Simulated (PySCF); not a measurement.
# C3H3AlF3N: the cost of one run

The runs use PySCF 2.14.0, with density-fitted response routines of our own; the level of theory stands in each step. All values are computed, except where a source is named. Atoms count from 0, in the outputs and in this text.

**1. Starting geometry**

11 atoms, charge 0, multiplicity 1; geometry from: GFN2-xTB. The atoms were then displaced at random by about 0.01 Å, so the start is not that level's minimum.

Bonds of the start (Å): F0–C1 1.34, C1–F2 1.35, C1–C3 1.50, C3–C4 1.33, C4–N5 1.19, N5–Al6 1.90, Al6–F7 1.65, Al6–C3 2.65, C1–H8 1.09, C3–H9 1.09, Al6–H10 1.50.

**2. Relaxing the molecule at PBE0-D3(BJ)/def2-SVP**

The job: settings as JSON, then the geometry in Å.

```
{"job": {"xc": "PBE0", "basis": "def2-SVP", "d3": "d3bj", "grid": 1, "shake": 0.01, "kind": "geom"}, "charge": 0, "multiplicity": 1}
F     -1.695350     1.553750     2.714580
C     -0.676060     1.485490     1.843870
F      0.390200     1.954840     2.533570
C     -0.447940     0.071850     1.399100
C      0.015880    -0.175150     0.172400
N      0.036460    -0.471600    -0.982030
Al    -1.847600    -0.622960    -0.747180
F     -2.722310     0.725340    -1.116100
H     -0.861450     2.189590     1.035690
H     -0.207300    -0.615990     2.204910
H     -2.460930    -1.977560    -0.586530
```

Launch:

```
> OMP_NUM_THREADS=1 python probes_run.py task.json out
```

One launch serves the whole session: the jobs run in the order shown.

**Question.** How long does this first job take on 1 thread of Intel Xeon 6975P-C, shared host, and how much memory does it need?

About 3.6 min, with a peak of 0.53 GiB.
